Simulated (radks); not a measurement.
**Nuclear size and the levels of Ar**

Aim: how the total energy, the levels and the density at the nucleus of Ar respond when the nuclear radius is scaled.

Method: Dirac Kohn-Sham, LDA (Slater exchange, Perdew-Wang correlation), spin-unpolarised, spherical densities, finite nucleus. Code: radks (a radial shooting solver on a logarithmic mesh, Libxc functionals) version 1.

## 1. Starting point

```
element            : argon (Z = 18)
charge             : 0
electrons          : 18
configuration      : [Ar]
nuclear rms radius : 3.4274 fm
```

Outer shells as boxes (Hund's rule):

Ar
```
[Ne] core
3s [↑↓]
3p [↑↓][↑↓][↑↓]
```

## 2. rms radius 3.4274 fm

Input:

```text
Z 18
configuration [Ar] 4s0 3d0
relativity Dirac
functional lda,pw
spin unpolarised
j_filling energy
nucleus finite rms 3.4274 fm
c 137.035999084
```

## 3. rms radius 3.0332 fm

Changes since step 2:

```diff
@@ -6,3 +6,3 @@
 j_filling energy
-nucleus finite rms 3.4274 fm
+nucleus finite rms 3.0332 fm
 c 137.035999084
```

## 4. rms radius 3.1429 fm

Changes since step 3:

```diff
@@ -6,3 +6,3 @@
 j_filling energy
-nucleus finite rms 3.0332 fm
+nucleus finite rms 3.1429 fm
 c 137.035999084
```

## 5. rms radius 3.5714 fm

Changes since step 4:

```diff
@@ -6,3 +6,3 @@
 j_filling energy
-nucleus finite rms 3.1429 fm
+nucleus finite rms 3.5714 fm
 c 137.035999084
```

## 6. rms radius 3.8593 fm

Changes since step 5:

```diff
@@ -6,3 +6,3 @@
 j_filling energy
-nucleus finite rms 3.5714 fm
+nucleus finite rms 3.8593 fm
 c 137.035999084
```

Before running it: what results should come out? Wanted: for each run, rms radius; total energy shift; density at nucleus; 1s1/2 shift; 2s1/2 shift.

As calculated:

```csv
rms radius (fm),total energy shift (eV),density at nucleus (e/bohr³),1s1/2 shift (meV),2s1/2 shift (meV)
3.0332,-0.00400,4315,-1.69,-0.128
3.1429,-0.00294,4312,-1.24,-0.0937
3.4274,0,4304,0,0
3.5714,0.00158,4300,0.667,0.0504
3.8593,0.00493,4293,2.08,0.157
```

In words: Shifts are against the first run. Over the range the 1s1/2 level moves by 0.00377 eV and the 2s1/2 level by 0.285 meV. A larger nucleus binds the 1s electrons less and lowers the density at its centre. These are shifts of eigenvalues, not the field shifts of spectral lines.
